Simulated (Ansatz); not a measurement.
This script drives Ansatz's Python interface.

Script `ch5fssi_scan.py`:
```python
"""Potential curve of CH5FSSi along one bond."""

import warnings

import ansatz as az
import numpy as np

warnings.simplefilter("ignore", az.DeckWarning)

mol = (
    az.Crystal.molecule()
    .atom("C", [-0.2027, 0.3928, -1.064])
    .atom("Si", [0.4679, -0.574, 0.2838])
    .atom("F", [1.7588, 0.1641, 0.8077])
    .atom("S", [-0.8509, -0.6749, 1.8993])
    .atom("H", [-1.167, -0.021, -1.4829])
    .atom("H", [-0.4963, 1.4654, -0.7392])
    .atom("H", [0.4765, 0.5331, -1.9073])
    .atom("H", [0.8502, -1.9231, -0.1803])
    .atom("H", [-0.7479, 0.5912, 2.3658])
)

symbols = [site.symbol for site in mol.cartesian_sites]
start = np.array([site.position_ang for site in mol.cartesian_sites])
axis = (start[3] - start[1]) / np.linalg.norm(start[3] - start[1])
moving = [3, 8]
lengths, energies = [1.837, 1.921, 2.004, 2.088, 2.171, 2.255, 2.338, 2.464], []
for length in lengths:
    xyz = start.copy()
    xyz[moving] += (length - np.linalg.norm(start[3] - start[1])) * axis
    point = az.Crystal.molecule()
    for symbol, xyz in zip(symbols, xyz):
        point = point.atom(symbol, xyz.tolist())
    calc = point.calculation()
    calc = calc.basis(gaussian="6-31G*").functional("R2SCAN0")
    summary = calc.run(threads=1).report
    energies.append(summary["free_energy_ev"])
    print(f"r = {length:6.3f} A  E = {energies[-1]:.5f} eV  <S^2> = {abs(summary['mean_field']['state']['spin_squared']):.3f}")

# quartic fit about the minimum
fit = np.polynomial.Polynomial.fit(lengths, np.array(energies) - min(energies), 4).convert()
roots = [r.real for r in fit.deriv().roots() if abs(r.imag) < 1e-9 and fit.deriv(2)(r.real) > 0]
r_e = min(roots, key=lambda r: abs(r - lengths[int(np.argmin(energies))]))
print(f"minimum of the fit at {r_e:.4f} A, force constant {fit.deriv(2)(r_e):.2f} eV/A^2")
```

It is started by `python ch5fssi_scan.py`. How long does it take on 1 thread of Arm Neoverse V1, with other jobs on the host, and how much memory does it need?

It took about 42 s, with a peak of 0.24 GiB, for 8 runs of the engine.

`python ch5fssi_scan.py` gives:
```text
r =  1.837 A  E = -22544.88575 eV  <S^2> = 0.000
r =  1.921 A  E = -22545.51404 eV  <S^2> = 0.000
r =  2.004 A  E = -22545.85942 eV  <S^2> = 0.000
r =  2.088 A  E = -22546.00852 eV  <S^2> = 0.000
r =  2.171 A  E = -22546.01433 eV  <S^2> = 0.000
r =  2.255 A  E = -22545.91943 eV  <S^2> = 0.000
r =  2.338 A  E = -22545.75718 eV  <S^2> = 0.000
r =  2.464 A  E = -22545.43072 eV  <S^2> = 0.000
minimum of the fit at 2.1311 A, force constant 16.91 eV/A^2
```

Total energies depend on the basis set; only differences at equal settings carry meaning. The rest of the molecule is held rigid at a force-field or estimated start geometry, and the basis set is modest; single-reference methods fail as a bond breaks. The orbitals are restricted, so S² is zero by construction.

(Lines on the test bed's own set-up are left out of the output.)
